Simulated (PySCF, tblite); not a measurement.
# C₆H₉N₃: geometry, infrared bands and NMR shifts

Aim: predict the infrared bands and NMR shifts of C₆H₉N₃ (`CCCc1ncncn1`).

The runs use tblite 0.8.0 and PySCF 2.14.0, with density-fitted response routines of our own; the level of theory stands in each step. All values are computed, except where a source is named. Atoms count from 0, in the outputs and in this text.

## (1) The starting structure

18 atoms, charge 0, multiplicity 1; geometry from: force field or distance geometry start.

Bonds of the start (Å): C0–C1 1.51, C1–C2 1.53, C2–C3 1.50, C3–N4 1.32, N4–C5 1.33, C5–N6 1.33, N6–C7 1.33, C7–N8 1.34, N8–C3 1.35, C0–H9 1.11, C0–H10 1.10, C0–H11 1.10, C1–H12 1.11, C1–H13 1.09, C2–H14 1.09, C2–H15 1.10, C5–H16 1.09, C7–H17 1.08.

## (2) Optimising the geometry with GFN2-xTB

Job settings and geometry (Å):

```
{"job": {"kind": "relax", "xc": "GFN2-xTB", "basis": "xTB"}, "charge": 0, "multiplicity": 1}
C     -2.846000    -0.304700     0.734200
C     -1.396100     0.114200     0.703700
C     -0.641400    -0.526800    -0.460300
C      0.795700    -0.103900    -0.486900
N      1.117200     1.000000    -1.138200
C      2.405800     1.321600    -1.103600
N      3.366300     0.651500    -0.468500
C      2.930200    -0.431300     0.171700
N      1.668900    -0.870600     0.203800
H     -3.370300     0.160400     1.588900
H     -3.367100     0.011300    -0.182900
H     -2.959100    -1.391000     0.830700
H     -0.925100    -0.185200     1.668700
H     -1.321400     1.202400     0.653700
H     -0.716000    -1.607900    -0.404800
H     -1.121400    -0.224700    -1.397600
H      2.713500     2.221200    -1.630000
H      3.657600    -1.030100     0.705800
```

Command:

```sh
OMP_NUM_THREADS=1 python probes_run.py task.json out
```

The driver reads the jobs from task.json and runs them one after another.

**Question.** This job is followed by: GFN2-xTB harmonic vibrations, gas phase; GIAO PBE0/pcSseg-1 NMR shielding, non-relativistic, gas phase. What will the session give for the following? strongest single infrared mode (GFN2-xTB); zero-point energy (GFN2-xTB); ¹³C shifts against TMS (PBE0/pcSseg-1, means over atoms taken as alike); ¹H shifts against TMS (PBE0/pcSseg-1, means over atoms taken as alike); ¹⁵N shifts against NH3 (PBE0/pcSseg-1, means over atoms taken as alike).

The runs gave:

| quantity | value |
| --- | --- |
| strongest single infrared mode (GFN2-xTB) | 1567 cm⁻¹, 377 km/mol |
| zero-point energy (GFN2-xTB) | 91.6 kcal/mol |
| ¹³C shifts against TMS (PBE0/pcSseg-1, means over atoms taken as alike) | 187.4, 172.7, 47.5, 30.8, 18.0 ppm |
| ¹H shifts against TMS (PBE0/pcSseg-1, means over atoms taken as alike) | 9.29, 2.89, 1.74, 1.25 ppm |
| ¹⁵N shifts against NH3 (PBE0/pcSseg-1, means over atoms taken as alike) | 314.8, 310.1 ppm |

In words: The optimisation took 38 steps and gained 0.071 eV; among the close pairs (by a distance rule), C1–H12 changed most, from 1.115 to 1.092 Å. All 48 modes are real, so the xTB geometry is a minimum. The strongest single mode, at 1567 cm⁻¹, is carried by C5, C7, N4, N8. Unscaled tight-binding wavenumbers are off by several per cent, some by more. Its intensities can rank the bands wrongly. NICS(1)zz of -25 ppm above the planar ring from C3 marks a diatropic (aromatic) ring current.
